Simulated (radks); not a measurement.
# V²⁺ in [Ar] 3d3: an all-electron calculation

The task here is to estimate one member of a computed series from the others.

The numbers are computed with radks (a radial shooting solver on a logarithmic mesh, Libxc functionals) version 1 (scalar-relativistic Kohn-Sham, r2SCAN, spin-polarised, spherical densities, finite nucleus; open shells are filled with parallel spins first), except any that are marked as measured or tabulated.

**The atom as given**

| Quantity | Value |
| --- | --- |
| element | vanadium (Z = 23) |
| charge | +2 |
| electrons | 21 |
| configuration | [Ar] 3d3 |
| nuclear rms radius | 3.6002 fm |

Outer shells as boxes (Hund's rule):

V²⁺
```
[Ar] core
3d [↑ ][↑ ][↑ ][  ][  ]
```

Set-up of the first run:

The run's settings:

```text
Z 23
configuration [Ar] 3d3 4s0 4p0
relativity scalar-relativistic
functional r2scan,r2scan
spin polarised
nucleus finite rms 3.6002 fm
c 137.035999084
```

Run with:

```bash
$ python run_ks.py task.json out
```

All runs below come from this command, one after another.

Among the steps run: Self-consistent calculation.

One table of the session follows, with a row left open; its other results are not shown here.

It belongs to the step «Shells». From the orbitals of this run (lengths in bohr):

| level | <r> | outermost maximum (interpolated) | 90 % within | nodes |
| --- | --- | --- | --- | --- |
| 1s down | 0.06645 | 0.0435 | 0.119 | 0 |
| 1s up | 0.06645 | 0.0435 | 0.119 | 0 |
| 2s up | 0.3076 | 0.255 | 0.477 | 1 |
| 2s down | 0.3071 | 0.255 | 0.476 | 1 |
| 2p up | 0.2741 | 0.208 | 0.450 | 0 |
| 2p down | 0.2735 | 0.208 | 0.449 | 0 |
| 3s up | 0.9490 | 0.820 | 1.42 | 2 |
| 3s down | 0.9514 | 0.820 | 1.42 | 2 |
| 3p up | 1.015 | 0.847 | 1.56 | 1 |
| 3p down | 1.018 | 0.848 | 1.57 | 1 |
| 3d up | ? | ? | ? | ? |
| 3d down | 1.317 | 0.896 | 2.25 | 0 |
| 4s up | 2.775 | 2.45 | 4.06 | 3 |
| 4p up | 3.308 | 2.90 | 4.87 | 2 |

**Question.** Estimate the row for 3d up.

As computed: <r>: 1.296; outermost maximum (interpolated): 0.890; 90 % within: 2.20; nodes: 0. In the column «<r>» it lies between 3p down (1.018) and 3d down (1.317).

To keep in mind: Open shells are spherical and high-spin; term and fine-structure splittings are not resolved.
